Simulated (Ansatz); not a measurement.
# CH₃GeNS: a ladder of functionals and wavefunction methods

How much do the methods differ for CH₃GeNS? The plan is to run it at one geometry with functionals of several rungs and with coupled cluster. The yardstick is the atomisation energy at the CCSD(T) limit.

The runs use Ansatz 0.2.0, Gaussian basis; functionals in def2-TZVPP, the program's frozen cores in correlated methods.

The runs, in order: LDA (SPW92), PBE-D4, revPBE-D4, BLYP-D4, r2SCAN-D4, B97M-V, PBE0-D4, B3LYP-D4, r2SCANh-D4, r2SCAN0-D4, HSE06-D4, BHLYP-D4, CAM-B3LYP-D4, LC-ωPBE, ωB97X-V, ωB97M-V, B2PLYP, PBE-QIDH; CCSD(T)/def2-SVP; CCSD(T)/def2-TZVPP; MP2/def2-QZVPP; extrapolation to the limit; RPA on PBE.

### 1 The geometry

An earlier PBE0-D4 in a triple-zeta def2 set relaxation fixed the geometry.

7 atoms, charge 0, spin multiplicity 1.

Atoms are counted from 1 here; the program's logs count them from 0.

Bond lengths: S1–C2 1.608 Å, C2–N3 1.317 Å, C2–Ge4 1.979 Å, N3–Ge4 1.885 Å, N3–H5 1.014 Å, Ge4–H6 1.535 Å, Ge4–H7 1.535 Å. Angles: S1–C2–N3 141.5°, S1–C2–Ge4 152.3°, N3–C2–Ge4 66.3°, C2–N3–Ge4 74.0°, C2–N3–H5 127.0°, Ge4–N3–H5 159.1°, C2–Ge4–N3 39.8°, C2–Ge4–H6 122.7°, C2–Ge4–H7 122.7°, N3–Ge4–H6 111.9°, N3–Ge4–H7 111.9°, H6–Ge4–H7 114.1°.

### 2 LDA

This LDA is Slater exchange with PW92 correlation.

File in.yaml:

```yaml
crystal:
  periodic: [false, false, false]
  atoms:
    - {symbol: S, position_ang: [-1.556195, -2.063988, 0.559743]}
    - {symbol: C, position_ang: [-0.556171, -0.851045, 0.223381]}
    - {symbol: N, position_ang: [0.726989, -0.572203, 0.118673]}
    - {symbol: Ge, position_ang: [-0.187316, 1.030018, -0.267375]}
    - {symbol: H, position_ang: [1.503330, -1.208845, 0.261325]}
    - {symbol: H, position_ang: [0.097943, 2.118177, 0.776605]}
    - {symbol: H, position_ang: [0.032721, 1.479987, -1.718052]}
basis:
  gaussian: {orbitals: def2-TZVPP}
hamiltonian: {xc: lda}
output: {orbitals: {seedname: orbitals}}
```

Command:

```sh
$ ansatz run in.yaml --threads 2 --pin off --events-out ev --progress --plain --max-ram 4352MiB
```

The runs that follow: PBE-D4 (GGA); revPBE-D4 (GGA); BLYP-D4 (GGA); r2SCAN-D4 (meta-GGA); B97M-V (meta-GGA); PBE0-D4 (hybrid); B3LYP-D4 (hybrid); r2SCANh-D4 (hybrid); r2SCAN0-D4 (hybrid); HSE06-D4 (hybrid); BHLYP-D4 (hybrid); CAM-B3LYP-D4 (range-separated); LC-ωPBE (range-separated); ωB97X-V (range-separated); ωB97M-V (range-separated); B2PLYP (double hybrid); PBE-QIDH (double hybrid); CCSD(T) in def2-SVP; CCSD(T) in def2-TZVPP; MP2 in def2-QZVPP; RPA on PBE orbitals.

Q: Predict the results of all the runs planned. Wanted: atomisation energy, CCSD(T)/CBS; farthest beyond LDA; mean size of error, GGA; mean size of error, meta-GGA; mean size of error, hybrid; mean size of error, range-separated; mean size of error, double hybrid; gap, smallest and largest; T1 diagnostic.

The runs gave:

| quantity | value |
| --- | --- |
| atomisation energy, CCSD(T)/CBS | 2247.8 kJ/mol |
| functionals within 22.5 kJ/mol (1.0 %) | B3LYP-D4, r2SCANh-D4, CAM-B3LYP-D4, ωB97X-V, ωB97M-V, B2PLYP, PBE-QIDH |
| farthest beyond LDA | BHLYP-D4 (-116.8 kJ/mol) |
| mean size of error, GGA | 65.0 kJ/mol |
| mean size of error, meta-GGA | 39.5 kJ/mol |
| mean size of error, hybrid | 36.9 kJ/mol |
| mean size of error, range-separated | 12.8 kJ/mol |
| mean size of error, double hybrid | 19.6 kJ/mol |
| gap, smallest and largest | 2.80 eV (BLYP-D4), 9.07 eV (LC-ωPBE) |
| T1 diagnostic | 0.0172 |
| triples share of the correlation energy | 5.0 % |

What this shows: LDA overbinds by 469.1 kJ/mol (21 %). PBE-D4 misses by +116.1 kJ/mol. Double hybrids carry the basis error of their MP2 part in triple zeta, and no dispersion term here, so their miss is partly the set-up's. The rungs range-separated, double hybrid miss on average by less than the doubt on the reference (22.5 kJ/mol), so they tie; GGA functionals have the largest mean beyond LDA (65.0 kJ/mol). Misses under about 22.5 kJ/mol are within the doubt on the reference itself, which lacks core-valence correlation, relativity and higher excitations, and its outer-core shells are covered unevenly. Hartree-Fock recovers 61 % of the binding; the rest is correlation. CCSD(T) in def2-SVP is off by -191.7 kJ/mol, which most functionals beat. The gap grows from 2.8 to 9.1 eV across the functionals, mostly with the share of exact exchange. Correlated methods include outer-core shells of Ge, which these sets cover unevenly.
